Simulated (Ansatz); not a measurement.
# C3H5Br: one species, many methods

Aim: compute C3H5Br with functionals from several rungs and with coupled cluster, and see how far each lands from CCSD(T) at the basis-set limit for the atomisation energy.

Computed with Ansatz 0.2.0, Gaussian basis. Level: functionals in def2-TZVPP, the program's frozen cores in correlated methods.

Levels to be run: PBE-D4, r2SCAN-D4, PBE0-D4, B3LYP-D4, ωB97X-V, ωB97M-V, B2PLYP; CCSD(T)/def2-TZVPP; MP2/def2-QZVPP; extrapolation to the limit.

### Step 1. The geometry

An earlier PBE0-D4 in a triple-zeta def2 set relaxation fixed the geometry.

SMILES `C=CCBr`, 9 atoms, charge 0, spin multiplicity 1.

Atoms are counted from 1 here; the program's logs count them from 0.

Bond lengths: C1–C2 1.322 Å, C1–H5 1.084 Å, C1–H6 1.083 Å, C2–C3 1.487 Å, C2–H7 1.090 Å, C3–Br4 1.939 Å, C3–H8 1.091 Å, C3–H9 1.091 Å. Angles: C2–C1–H5 121.5°, C2–C1–H6 120.7°, H5–C1–H6 117.8°, C1–C2–C3 127.9°, C1–C2–H7 119.4°, C3–C2–H7 112.7°, C2–C3–Br4 115.2°, C2–C3–H8 111.0°, C2–C3–H9 111.0°, Br4–C3–H8 105.6°, Br4–C3–H9 105.6°, H8–C3–H9 108.0°.

### Step 2. PBE-D4 (GGA)

Input file in.yaml:

```yaml
crystal:
  periodic: [false, false, false]
  atoms:
    - {symbol: C, position_ang: [-0.612062, 1.271450, -0.122578]}
    - {symbol: C, position_ang: [0.386816, 0.409530, -0.209631]}
    - {symbol: C, position_ang: [0.381503, -1.034828, 0.144025]}
    - {symbol: Br, position_ang: [-1.308741, -1.715184, 0.807416]}
    - {symbol: H, position_ang: [-1.588528, 0.972513, 0.240245]}
    - {symbol: H, position_ang: [-0.477212, 2.305584, -0.414500]}
    - {symbol: H, position_ang: [1.354388, 0.747518, -0.579527]}
    - {symbol: H, position_ang: [0.626383, -1.650498, -0.722470]}
    - {symbol: H, position_ang: [1.111452, -1.248586, 0.925919]}
basis:
  gaussian: {orbitals: def2-TZVPP}
hamiltonian: {xc: pbe, dispersion: d4}
output: {forces: true, orbitals: {seedname: orbitals}}
```

The run is started by

```bash
> ansatz run in.yaml --threads 4 --pin off --events-out ev --progress --plain --max-ram 10444MiB
```

The runs that follow: r2SCAN-D4 (meta-GGA); PBE0-D4 (hybrid); B3LYP-D4 (hybrid); ωB97X-V (range-separated); ωB97M-V (range-separated); B2PLYP (double hybrid); CCSD(T) in def2-TZVPP; MP2 in def2-QZVPP.

Q: Predict the results of all the runs planned. Wanted: atomisation energy, CCSD(T)/CBS; farthest; mean size of error, hybrid; mean size of error, range-separated; gap, smallest and largest; T1 diagnostic; triples share of the correlation energy.

As calculated:

| quantity | value |
| --- | --- |
| atomisation energy, CCSD(T)/CBS | 3462.8 kJ/mol |
| functionals within 34.6 kJ/mol (1.0 %) | r2SCAN-D4, PBE0-D4, B3LYP-D4, ωB97X-V, ωB97M-V |
| farthest | PBE-D4 (+85.3 kJ/mol) |
| mean size of error, hybrid | 16.0 kJ/mol |
| mean size of error, range-separated | 5.2 kJ/mol |
| gap, smallest and largest | 5.59 eV (PBE-D4), 12.48 eV (ωB97X-V) |
| T1 diagnostic | 0.0088 |
| triples share of the correlation energy | 4.0 % |

**Reading.** PBE-D4 misses by +85.3 kJ/mol. Double hybrids carry the basis error of their MP2 part in triple zeta, and no dispersion term here, so their miss is partly the set-up's. Misses under about 34.6 kJ/mol are within the doubt on the reference itself, which lacks core-valence correlation, relativity and higher excitations, and its outer-core shells are covered unevenly. All levels share the lack of spin-orbit coupling, which lowers the free heavy atoms and so the true binding. Hartree-Fock recovers 74 % of the binding; the rest is correlation. Orbital gaps span 5.6 to 12.5 eV; exact exchange widens them. Correlated methods include outer-core shells of Br, which these sets cover unevenly.
